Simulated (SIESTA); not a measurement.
HPbNO4 in SIESTA: the effect of functional

The system is HPbNO4.

```xyz
7
Lattice="4.2753 -0.0004 0.0064 -2.0840 5.2077 -0.0491 -2.1238 -1.8657 4.9149" Properties=species:S:1:pos:R:3 pbc="T T T"
H     2.2338   -1.5247    4.4769
Pb    0.1373    4.0030    0.6652
N    -2.0197    1.5311    2.4473
O     2.2736    4.7756    0.1022
O    -1.9905    2.6889    2.9560
O     2.2225    1.4102    1.1945
O    -2.0163    0.5081    3.1892
```

The cell was built by a generator and needn't be a form met in nature.

Alike in all runs:

| Property | Result |
| --- | --- |
| Program | SIESTA 5.4.2 |
| Task | band structure |
| Basis | DZP (energy shift 0.003 Ry; two zetas on semicore shells) |
| Grid cutoff | 800 Ry |
| Energy shift | 0.003 Ry |
| k mesh | 8 × 6 × 6 |
| Occupations | fermi-dirac, width 0.05 eV |
| Spin | no spin polarisation |

Q: One run gave: gap on the mesh 2.79 eV; pressure 5.7 GPa; largest force 2.15 eV/Å. Which functional did it use?
A. PBEsol
B. BLYP
C. AM05
D. RPBE
E. LDA

A: B.

```csv
functional,potentials or basis,gap on the mesh (eV),pressure (GPa),largest force (eV/Å)
LDA,PseudoDojo 0.4 standard (LDA files),2.73,-2.4,0.97
PBEsol,PseudoDojo 0.4 standard (PBEsol files),2.80,0.3,0.97
PBE,PseudoDojo 0.4 standard (PBE files),2.80,2.7,1.28
RPBE,PseudoDojo 0.4 standard (PBE files),2.81,4.6,1.33
BLYP,PseudoDojo 0.4 standard (PBE files),2.79,5.7,2.15
AM05,PseudoDojo 0.4 standard (PBEsol files),2.81,0.9,0.81
```

Caveats: spin-orbit coupling is left out, which as a rule narrows the gap of such compounds by several tenths of an eV; the basis of atomic orbitals isn't converged, which shifts pressures, moduli and gaps; the potentials were made for another functional, which shifts forces and pressure (some runs); forces of over 1 eV/Å show positions far from the minimum, so gaps and moduli don't describe the material at rest (some runs).

A k mesh can miss the band edges.
